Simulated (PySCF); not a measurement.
# Mo3: structure of the triplet

Where does triplet Mo3 go from a equilateral triangle start, is the end point a minimum, and what are its modes, charges and moments?

Program: PySCF 2.14.0. Level of theory: PBE0, basis Mo def2-TZVP with ECP28, scalar-relativistic core potentials, no spin–orbit coupling, density fitting. These are calculated values, not measurements.

## 1. Where the work starts

3 atoms, charge 0, spin multiplicity 3.

Bond lengths: Mo1–Mo2 2.760 Å, Mo1–Mo3 2.760 Å, Mo2–Mo3 2.760 Å. Angles: Mo2–Mo1–Mo3 60.0°, Mo1–Mo2–Mo3 60.0°, Mo1–Mo3–Mo2 60.0°.

```xyz
3
charge 0 multiplicity 3
Mo    0.7967   -1.3800    0.0000
Mo   -1.5935    0.0000    0.0000
Mo    0.7967    1.3800    0.0000
```

## 2. Finding the electronic state

The steps below are one call of a driver around PySCF. For each, scf.py gives the equivalent set-up of the SCF; relaxations use the driver's own optimiser. After this first run the driver tries any further starts and a stability analysis.

File scf.py:

```python
from pyscf import gto, scf, dft
mol = gto.M(atom='''
Mo     0.796730    -1.379980     0.000000
Mo    -1.593480    -0.000010     0.000000
Mo     0.796750     1.379990     0.000000''',
    basis={'Mo': 'def2-TZVP'},
    ecp={'Mo': 'def2-TZVP'},
    charge=0, spin=2)
mf = dft.UKS(mol, xc='PBE0')
mf.grids.atom_grid = (50, 194)
aux = {'Mo': 'def2-universal-JKFIT'}
mf = mf.density_fit(auxbasis=aux)
mf.conv_tol = 1e-08
mf.diis_space = 10
mf.max_cycle = 60
mf.init_guess = 'minao'
mf.verbose = 4
mf.kernel()
```

Launch:

```
$ OMP_NUM_THREADS=4 python axn.py task.json out
```

The log of the run:

```text
init E= -184.793924979943
cycle= 1 E= -203.326231741806  delta_E= -18.5  |g|= 1.17  |ddm|= 4.66
[... the frontier-level lines of each cycle are left out ...]
cycle= 2 E= -190.018627836311  delta_E= 13.3  |g|= 3.44  |ddm|= 25.5
cycle= 3 E= -203.824101932514  delta_E= -13.8  |g|= 0.863  |ddm|= 25.4
cycle= 4 E= -197.600063269687  delta_E= 6.22  |g|=    3  |ddm|=  2.3
cycle= 5 E= -203.773403686839  delta_E= -6.17  |g|= 0.961  |ddm|=  2.3
cycle= 6 E= -203.796565952441  delta_E= -0.0232  |g|= 0.931  |ddm|= 0.132
cycle= 7 E= -203.716687888999  delta_E= 0.0799  |g|= 1.04  |ddm|= 0.232
cycle= 8 E= -203.630471301342  delta_E= 0.0862  |g|= 1.13  |ddm|=  0.2
cycle= 9 E= -203.67391686916  delta_E= -0.0434  |g|=  1.1  |ddm|= 0.334
cycle= 10 E= -203.913323390302  delta_E= -0.239  |g|= 0.826  |ddm|= 0.465
cycle= 11 E= -204.014085792861  delta_E= -0.101  |g|= 0.674  |ddm|= 0.356
cycle= 12 E= -204.122213257357  delta_E= -0.108  |g|= 0.522  |ddm|= 0.395
cycle= 13 E= -204.252091522337  delta_E= -0.13  |g|= 0.216  |ddm|= 0.382
cycle= 14 E= -204.292511027737  delta_E= -0.0404  |g|= 0.0939  |ddm|= 0.369
cycle= 15 E= -204.300984476656  delta_E= -0.00847  |g|= 0.152  |ddm|= 0.308
cycle= 16 E= -204.314934779229  delta_E= -0.014  |g|=  0.1  |ddm|= 0.118
cycle= 17 E= -204.32275380589  delta_E= -0.00782  |g|= 0.111  |ddm|= 0.13
cycle= 18 E= -204.316105575964  delta_E= 0.00665  |g|= 0.0859  |ddm|= 0.149
cycle= 19 E= -204.315292515664  delta_E= 0.000813  |g|= 0.0779  |ddm|= 0.14
cycle= 20 E= -204.315541902392  delta_E= -0.000249  |g|= 0.0737  |ddm|= 0.201
cycle= 21 E= -204.316248369177  delta_E= -0.000706  |g|= 0.0571  |ddm|= 0.147
cycle= 22 E= -204.317581700414  delta_E= -0.00133  |g|= 0.0483  |ddm|= 0.109
cycle= 23 E= -204.320183215435  delta_E= -0.0026  |g|= 0.0421  |ddm|= 0.152
cycle= 24 E= -204.32414982486  delta_E= -0.00397  |g|= 0.0383  |ddm|= 0.247
cycle= 25 E= -204.325357821734  delta_E= -0.00121  |g|= 0.0294  |ddm|= 0.0917
cycle= 26 E= -204.323988278772  delta_E= 0.00137  |g|= 0.0408  |ddm|= 0.0871
cycle= 27 E= -204.326419714265  delta_E= -0.00243  |g|= 0.016  |ddm|= 0.16
cycle= 28 E= -204.326906641947  delta_E= -0.000487  |g|= 0.00769  |ddm|= 0.0911
cycle= 29 E= -204.327122631814  delta_E= -0.000216  |g|= 0.0126  |ddm|= 0.0414
cycle= 30 E= -204.327273760835  delta_E= -0.000151  |g|= 0.00949  |ddm|= 0.022
cycle= 31 E= -204.327395876056  delta_E= -0.000122  |g|= 0.00894  |ddm|= 0.0306
cycle= 32 E= -204.327516550015  delta_E= -0.000121  |g|= 0.00917  |ddm|= 0.0202
cycle= 33 E= -204.327952183854  delta_E= -0.000436  |g|= 0.00614  |ddm|= 0.0511
cycle= 34 E= -204.328314289845  delta_E= -0.000362  |g|= 0.00452  |ddm|= 0.0433
cycle= 35 E= -204.328814633942  delta_E= -0.0005  |g|= 0.00498  |ddm|= 0.0602
cycle= 36 E= -204.328359963667  delta_E= 0.000455  |g|= 0.0046  |ddm|= 0.0541
cycle= 37 E= -204.327177720494  delta_E= 0.00118  |g|= 0.00761  |ddm|= 0.136
cycle= 38 E= -204.32682541021  delta_E= 0.000352  |g|= 0.00852  |ddm|= 0.0332
cycle= 39 E= -204.329457495076  delta_E= -0.00263  |g|= 0.00708  |ddm|= 0.284
cycle= 40 E= -204.329948862266  delta_E= -0.000491  |g|= 0.00948  |ddm|= 0.0421
cycle= 41 E= -204.329741144181  delta_E= 0.000208  |g|= 0.00874  |ddm|= 0.0163
cycle= 42 E= -204.330244914284  delta_E= -0.000504  |g|= 0.012  |ddm|= 0.0427
cycle= 43 E= -204.330387908257  delta_E= -0.000143  |g|= 0.0139  |ddm|= 0.0189
cycle= 44 E= -204.329370613611  delta_E= 0.00102  |g|= 0.00848  |ddm|= 0.0832
cycle= 45 E= -204.329189995354  delta_E= 0.000181  |g|= 0.0093  |ddm|= 0.0434
cycle= 46 E= -204.328796089467  delta_E= 0.000394  |g|= 0.00902  |ddm|= 0.0447
cycle= 47 E= -204.328682464186  delta_E= 0.000114  |g|= 0.00857  |ddm|= 0.0153
cycle= 48 E= -204.328196753401  delta_E= 0.000486  |g|= 0.00872  |ddm|= 0.0617
cycle= 49 E= -204.327900378435  delta_E= 0.000296  |g|= 0.00989  |ddm|= 0.0387
cycle= 50 E= -204.328096243315  delta_E= -0.000196  |g|= 0.012  |ddm|= 0.0355
cycle= 51 E= -204.328015163215  delta_E= 8.11e-05  |g|= 0.0113  |ddm|= 0.0185
cycle= 52 E= -204.328116307632  delta_E= -0.000101  |g|= 0.0114  |ddm|= 0.0135
cycle= 53 E= -204.328126597037  delta_E= -1.03e-05  |g|= 0.0106  |ddm|= 0.0156
cycle= 54 E= -204.32780874765  delta_E= 0.000318  |g|= 0.00749  |ddm|= 0.0549
cycle= 55 E= -204.327518946681  delta_E= 0.00029  |g|= 0.00899  |ddm|= 0.029
cycle= 56 E= -204.327857993831  delta_E= -0.000339  |g|= 0.00604  |ddm|= 0.108
cycle= 57 E= -204.328738551667  delta_E= -0.000881  |g|= 0.00568  |ddm|= 0.118
cycle= 58 E= -204.329146938184  delta_E= -0.000408  |g|= 0.00614  |ddm|= 0.0503
cycle= 59 E= -204.326550513856  delta_E= 0.0026  |g|= 0.0112  |ddm|= 0.275
cycle= 60 E= -204.328144830844  delta_E= -0.00159  |g|= 0.00597  |ddm|= 0.155
SCF not converged.
init E= -184.793924979943
cycle= 1 E= -203.326231741806  delta_E= -18.5  |g|= 1.17  |ddm|= 4.66
cycle= 2 E= -190.018627836311  delta_E= 13.3  |g|= 3.44  |ddm|= 25.5
cycle= 3 E= -203.089128008274  delta_E= -13.1  |g|= 1.42  |ddm|=   25
cycle= 4 E= -199.114219198286  delta_E= 3.97  |g|=  2.8  |ddm|= 2.25
cycle= 5 E= -204.149575789735  delta_E= -5.04  |g|= 0.371  |ddm|= 1.79
cycle= 6 E= -199.518381468495  delta_E= 4.63  |g|= 2.77  |ddm|= 1.79
cycle= 7 E= -202.918531816963  delta_E= -3.4  |g|= 1.62  |ddm|= 1.14
cycle= 8 E= -203.538051228359  delta_E= -0.62  |g|=  1.2  |ddm|= 0.878
cycle= 9 E= -204.115813635316  delta_E= -0.578  |g|= 0.523  |ddm|= 0.576
cycle= 10 E= -203.977805219771  delta_E= 0.138  |g|= 0.764  |ddm|= 0.547
cycle= 11 E= -204.097111445503  delta_E= -0.119  |g|= 0.56  |ddm|= 0.547
cycle= 12 E= -204.244879774938  delta_E= -0.148  |g|= 0.269  |ddm|= 0.518
cycle= 13 E= -204.161245107602  delta_E= 0.0836  |g|= 0.543  |ddm|= 0.595
cycle= 14 E= -204.026604169041  delta_E= 0.135  |g|= 0.778  |ddm|= 0.669
cycle= 15 E= -204.312973795345  delta_E= -0.286  |g|= 0.196  |ddm|= 0.514
cycle= 16 E= -204.18572100559  delta_E= 0.127  |g|= 0.539  |ddm|= 0.58
cycle= 17 E= -204.347553855515  delta_E= -0.162  |g|= 0.135  |ddm|= 0.403
cycle= 18 E= -204.188426613522  delta_E= 0.159  |g|= 0.546  |ddm|= 0.584
cycle= 19 E= -204.349914988507  delta_E= -0.161  |g|= 0.164  |ddm|= 0.328
cycle= 20 E= -204.361355800127  delta_E= -0.0114  |g|= 0.107  |ddm|= 0.267
SCF not converged.
init E= -204.361355800127
cycle= 1 E= -204.334151078969  delta_E= 0.0272  |g|= 0.253  |ddm|= 0.357
cycle= 2 E= -204.141343146678  delta_E= 0.193  |g|= 0.657  |ddm|= 0.86
cycle= 3 E= -204.349143972278  delta_E= -0.208  |g|= 0.177  |ddm|= 0.453
cycle= 4 E= -204.369636431661  delta_E= -0.0205  |g|= 0.0485  |ddm|= 0.18
cycle= 5 E= -204.371230039535  delta_E= -0.00159  |g|= 0.0212  |ddm|= 0.0655
cycle= 6 E= -204.371726104716  delta_E= -0.000496  |g|= 0.0104  |ddm|= 0.0379
cycle= 7 E= -204.371955405189  delta_E= -0.000229  |g|= 0.00426  |ddm|= 0.0257
cycle= 8 E= -204.37207056018  delta_E= -0.000115  |g|= 0.00286  |ddm|= 0.0221
cycle= 9 E= -204.372123127089  delta_E= -5.26e-05  |g|= 0.0018  |ddm|= 0.0152
cycle= 10 E= -204.372145504349  delta_E= -2.24e-05  |g|= 0.00123  |ddm|= 0.00984
cycle= 11 E= -204.372156904173  delta_E= -1.14e-05  |g|= 0.000788  |ddm|= 0.00789
cycle= 12 E= -204.372162582936  delta_E= -5.68e-06  |g|= 0.000558  |ddm|= 0.00613
cycle= 13 E= -204.372164931142  delta_E= -2.35e-06  |g|= 0.000327  |ddm|= 0.00367
cycle= 14 E= -204.372166212351  delta_E= -1.28e-06  |g|= 0.000234  |ddm|= 0.00308
cycle= 15 E= -204.372166740453  delta_E= -5.28e-07  |g|= 0.000165  |ddm|= 0.0017
cycle= 16 E= -204.372167157496  delta_E= -4.17e-07  |g|= 0.000138  |ddm|= 0.00188
cycle= 17 E= -204.372167321428  delta_E= -1.64e-07  |g|= 9.82e-05  |ddm|= 0.000883
cycle= 18 E= -204.372167433369  delta_E= -1.12e-07  |g|= 7.6e-05  |ddm|= 0.000733
cycle= 19 E= -204.372167517104  delta_E= -8.37e-08  |g|= 5.73e-05  |ddm|= 0.000629
cycle= 20 E= -204.372167578889  delta_E= -6.18e-08  |g|= 4.96e-05  |ddm|= 0.000559
cycle= 21 E= -204.372167614415  delta_E= -3.55e-08  |g|= 3.95e-05  |ddm|= 0.000383
cycle= 22 E= -204.372167653387  delta_E= -3.9e-08  |g|= 3.9e-05  |ddm|= 0.000559
cycle= 23 E= -204.372167666672  delta_E= -1.33e-08  |g|= 2.52e-05  |ddm|= 0.000238
cycle= 24 E= -204.372167682985  delta_E= -1.63e-08  |g|= 3.14e-05  |ddm|= 0.000447
cycle= 25 E= -204.372167688434  delta_E= -5.45e-09  |g|= 1.98e-05  |ddm|= 0.000218
Extra cycle  E= -204.372167688872  delta_E= -4.38e-10  |g|= 4.23e-05  |ddm|= 9.17e-05
converged SCF energy = -204.372167688872  <S^2> = 6.9589321  2S+1 = 5.3698909
```

This step, with its further starts and checks, ran for 42 s (4 threads of Arm Neoverse V2, shared host).

Energies from each starting density:

| start | energy (Eh) |
| --- | --- |
| the minimal-basis guess | -204.372168 |
| a thermally smeared density | -204.363655 |

Where DIIS stalls, the driver goes on with a level shift of 0.3 Eh and then with a second-order solver.

No lower solution of this spin turned up from the other starts or in the test of internal stability.

## 3. Relaxation: equilateral triangle start, triplet

The program finds D3h symmetry in the start, which this walk keeps. Threshold on the gradient: 0.0003 Eh/bohr, with a further test on the energy change.

Changes to scf.py since step 2:

```diff
@@ -3,3 +3,3 @@
-Mo     0.796730    -1.379980     0.000000
-Mo    -1.593480    -0.000010     0.000000
-Mo     0.796750     1.379990     0.000000''',
+Mo     0.796737    -1.379990     0.000000
+Mo    -1.593475     0.000001     0.000000
+Mo     0.796738     1.379989     0.000000''',
@@ -16 +15,0 @@
-mf.init_guess = 'minao'
```

The optimiser's trace:

| step | energy (Eh) | change (kJ/mol) | largest symmetric gradient (Eh/bohr) |
| --- | --- | --- | --- |
| 0 | -204.372168 | 0.00 | 0.03258 |
| 1 | -204.378540 | -16.73 | 0.03164 |
| 2 | -204.410239 | -99.95 | 0.00922 |
| 3 | -204.410708 | -101.19 | 0.00018 |
| 4 | -204.410708 | -101.19 | 0.00002 |

The walk took 25 s.

Positions (Å) and forces (eV/Å) along the way, with the part that breaks the symmetry left in:

```
step 0
Mo   0.797  -1.380   0.000  -0.800   1.230   0.000
Mo  -1.593   0.000   0.000   1.847   0.143   0.000
Mo   0.797   1.380   0.000  -1.047  -1.373   0.000
step 1
Mo   0.779  -1.350   0.000  -0.810   1.118   0.000
Mo  -1.558   0.000   0.000   1.878   0.149   0.000
Mo   0.779   1.350   0.000  -1.068  -1.267   0.000
step 2
Mo   0.647  -1.121   0.000  -0.854  -2.121   0.000
Mo  -1.294   0.000   0.000   1.553  -0.090   0.000
Mo   0.647   1.121   0.000  -0.699   2.211   0.000
step 3
Mo   0.657  -1.137   0.000  -0.898  -1.538   0.000
Mo  -1.313   0.000   0.000   1.795   0.000   0.000
Mo   0.657   1.137   0.000  -0.897   1.538   0.000
step 4
Mo   0.656  -1.137   0.000  -0.896  -1.550   0.000
Mo  -1.313   0.000   0.000   1.791   0.000   0.000
Mo   0.656   1.137   0.000  -0.895   1.550   0.000
```

After 4 steps and 101.2 kJ/mol it ends at D3h: Mo–Mo 2.274 Å (×3); Mo–Mo–Mo 60.0° (×3). A gradient of 0.0348 Eh/bohr that breaks the symmetry is left: this electronic state wants a lower symmetry.

## 4. Releasing the symmetry

The geometry is nudged along the force that breaks the symmetry.

The program finds C2v symmetry in the start, which may break. The walk stops when the largest gradient is under 0.0003 Eh/bohr and the energy has settled too.

Changes to scf.py since step 3:

```diff
@@ -3,3 +3,3 @@
-Mo     0.796737    -1.379990     0.000000
-Mo    -1.593475     0.000001     0.000000
-Mo     0.796738     1.379989     0.000000''',
+Mo     0.623036    -1.186857    -0.000000
+Mo    -1.246065    -0.000004     0.000000
+Mo     0.623029     1.186861    -0.000000''',
```

Energy and gradient, step by step:

```csv
step,energy (Eh),change (kJ/mol),largest gradient (Eh/bohr)
0,-204.418800,0.00,0.01993
1,-204.419598,-2.09,0.01390
2,-204.420140,-3.52,0.00328
3,-204.420168,-3.59,0.00052
4,-204.420168,-3.59,0.00017
```

The walk took 20 s.

Positions (Å) and forces (eV/Å) along the way:

```
step 0
Mo   0.623  -1.187   0.000  -0.512  -0.072   0.000
Mo  -1.246   0.000   0.000   1.025   0.000   0.000
Mo   0.623   1.187   0.000  -0.512   0.072   0.000
step 1
Mo   0.615  -1.193   0.000  -0.357   0.013   0.000
Mo  -1.230   0.000   0.000   0.715   0.000   0.000
Mo   0.615   1.193   0.000  -0.357  -0.013   0.000
step 2
Mo   0.598  -1.202   0.000   0.084   0.009   0.000
Mo  -1.196   0.000   0.000  -0.169   0.000   0.000
Mo   0.598   1.202   0.000   0.084  -0.009   0.000
step 3
Mo   0.601  -1.200   0.000  -0.013   0.017   0.000
Mo  -1.203   0.000   0.000   0.027   0.000   0.000
Mo   0.601   1.200   0.000  -0.013  -0.017   0.000
step 4
Mo   0.601  -1.200   0.000  -0.002   0.009   0.000
Mo  -1.202   0.000   0.000   0.004   0.000   0.000
Mo   0.601   1.200   0.000  -0.002  -0.009   0.000
```

It settles in C2v symmetry, 3.6 kJ/mol below the start, after 4 steps: Mo–Mo 2.166 Å (×2), Mo–Mo 2.399 Å; Mo–Mo–Mo 56.4° (×2), Mo–Mo–Mo 67.3°.

## 5. Hessian and properties

The point is checked on the finer grid, and tightened if its gradient asks for it. The Hessian and the dipole derivatives come from central differences of analytic gradients, with steps of 0.02 bohr.

Changes to scf.py since step 4:

```diff
@@ -3,3 +3,3 @@
-Mo     0.623036    -1.186857    -0.000000
-Mo    -1.246065    -0.000004     0.000000
-Mo     0.623029     1.186861    -0.000000''',
+Mo     0.600812    -1.199306    -0.000000
+Mo    -1.201617    -0.000004     0.000000
+Mo     0.600805     1.199310    -0.000000''',
@@ -10 +10 @@
-mf.grids.atom_grid = (50, 194)
+mf.grids.atom_grid = (75, 302)
@@ -13 +13 @@
-mf.conv_tol = 1e-08
+mf.conv_tol = 1e-10
```

This SCF starts from the last density.

SCF at the final geometry:

```text
init E= -204.420463234539
[... the frontier-level lines of each cycle are left out ...]
cycle= 1 E= -204.420463234393  delta_E= 1.46e-10  |g|= 2.18e-05  |ddm|= 1.92e-05
cycle= 2 E= -204.420463225061  delta_E= 9.33e-09  |g|= 0.000148  |ddm|= 0.000115
cycle= 3 E= -204.420463234659  delta_E= -9.6e-09  |g|= 2.93e-06  |ddm|= 9.94e-05
cycle= 4 E= -204.420463234673  delta_E= -1.38e-11  |g|= 2.68e-06  |ddm|= 3.05e-06
Extra cycle  E= -204.420463234722  delta_E= -4.87e-11  |g|= 6.33e-06  |ddm|= 1.32e-05
converged SCF energy = -204.420463234722  <S^2> = 2.7613274  2S+1 = 3.4706353
```

The whole step took 84 s.

Geometry: C2v; Mo–Mo 2.165 Å (×2), Mo–Mo 2.399 Å; Mo–Mo–Mo 56.4° (×2), Mo–Mo–Mo 67.3°.

Harmonic modes (main isotopes):

```tsv
symmetry	ω (cm⁻¹)	IR (km/mol)
b2	167	0.9
a1	239	0.1
a1	342	0.1
```

All wavenumbers are real: a minimum.

Constants and moments:

- Dipole moment: 0.63 D
- Highest occupied level: -4.07 eV
- Lowest empty level: -1.98 eV
- Rotational constants: 0.0795, 0.05985, 0.03415 cm⁻¹
- Zero-point energy: 4.5 kJ/mol
- Principal polarisabilities: 149.8, 178.9, 190.7 bohr³
- Atomisation energy without zero-point energy: 282 kJ/mol
- Principal traceless quadrupole moments about the centre of mass: -8.01, 2.33, 5.68 D Å
- Entropy at 298.15 K and 1 bar (electronic part: spin only): 326.0 J/(mol K)
- Heat capacity Cp at 298.15 K: 55.2 J/(mol K)
- Enthalpy at 298.15 K above 0 K: 13.82 kJ/mol
- Rotational symmetry number: 2
- Spin squared ⟨S²⟩: 2.761

Charges (e) and bond orders:

```json
{"atom": "Mo1", "Mulliken": "-0.02", "Löwdin": "0.00", "polar tensor": "0.06", "spin (Mulliken)": "1.96", "Mayer order to Mo1": "–"}
{"atom": "Mo2", "Mulliken": "0.04", "Löwdin": "-0.01", "polar tensor": "-0.13", "spin (Mulliken)": "-1.91", "Mayer order to Mo1": "2.56"}
{"atom": "Mo3", "Mulliken": "-0.02", "Löwdin": "0.00", "polar tensor": "0.06", "spin (Mulliken)": "1.95", "Mayer order to Mo1": "2.02"}
```

Mulliken populations on Mo1 (outside its core potential): s 2.93, p 6.07, d 4.99, f 0.02.

## 6. What came out

```
                                          quantity                                                                   value
                                           minimum                                           broken-symmetry (Ms = 1), C2v
                                          geometry  Mo–Mo 2.165 Å (×2), Mo–Mo 2.399 Å; Mo–Mo–Mo 56.4° (×2), Mo–Mo–Mo 67.3°
                                wavenumbers (cm⁻¹)                                            167 (b2), 239 (a1), 342 (a1)
                                     dipole moment                                                                  0.63 D
highest occupied, lowest empty level (either spin)                                                         -4.07, -1.98 eV
                        polar-tensor charge of Mo1                                                                 +0.06 e
                                 zero-point energy                                                              4.5 kJ/mol
                               entropy at 298.15 K                                                         326.0 J/(mol K)
         atomisation energy (no zero-point energy)                                                              282 kJ/mol
                                              ⟨S²⟩                                                                   2.761
```

**Reading.** The equilateral triangle start (D3h) ends in a minimum of C2v symmetry. The determinant is spin-contaminated (⟨S²⟩ = 2.76 against 2.00), so it is no pure spin state. Only this shape and spin were tried, so other structures or states may lie lower. One determinant may miss the lowest occupation of an open d or f shell.

The search up to here ran for 2.8 min (4 threads of Arm Neoverse V2, shared host).
